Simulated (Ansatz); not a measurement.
# AlV: the cost of one run

Computed with Ansatz 0.2.0 (DFT PBEsol, scalar-relativistic, plane waves, PAW, unless a step's input says otherwise).

2 further runs of the same task are left out: 2 set aside as unsound or not needed.

**1. The starting structure**

Symmetry: Cmmm, No. 65, orthorhombic system. Conventional cell: a = 3.491 Å, b = 3.928 Å, c = 4.037 Å, α = 90.00°, β = 90.00°, γ = 90.00°. Al (site symmetry mmm) is surrounded by 4 Al at 2.63 Å and 8 V at 2.67 to 2.82 Å. Around V (site symmetry mmm) lie 4 V at 2.63 Å and 8 Al at 2.67 to 2.82 Å.

Coordinates:

```xyz
4
Lattice="3.4912 0.0000 0.0000 0.0000 3.9277 0.0000 0.0000 0.0000 4.0371" Properties=species:S:1:pos:R:3 pbc="T T T"
Al    0.0000    0.0000    0.0000
Al    1.7456    1.9639    0.0000
V     1.7456    0.0000    2.0185
V     0.0000    1.9639    2.0185
```

It goes back to an entry of the Materials Project, which need not be the stable form.

The unstrained cell comes from an earlier run at this level (4 atoms, E(σ→0) -6820.5082 eV, gap none (metal)).

**2. At -2.0 %**

input.yaml reads:

```yaml
crystal:
  lattice:
    - [3.4213897583, 0.0, 0.0]
    - [0.0, 3.9473545327, 0.0]
    - [0.0, 0.0, 4.0572529798]
  atoms:
    - { symbol: Al, position: [0.0, 0.0, 0.0] }
    - { symbol: Al, position: [0.5, 0.5, 0.0] }
    - { symbol: V, position: [0.5, 0.0, 0.5] }
    - { symbol: V, position: [0.0, 0.5, 0.5] }
basis:
  ecutwfc: 420
kpoints:
  mp_grid: { grid: [12, 10, 10] }
hamiltonian:
  xc: pbesol
scf:
  occupations: { method: gaussian, width: 0.1 }
output:
  forces: true
  stress: true
  eigenvalues: true
relax:
  adjacent_minimum: "off"
  f_tol: 0.008
  max_steps: 40
  cell: { stress_tol: 0.05, fix: [a, angles] }
```

Q: Estimate wall time and peak memory on 1 thread of an Arm CPU, shared host.

About 68 s, with a peak of 0.51 GiB.
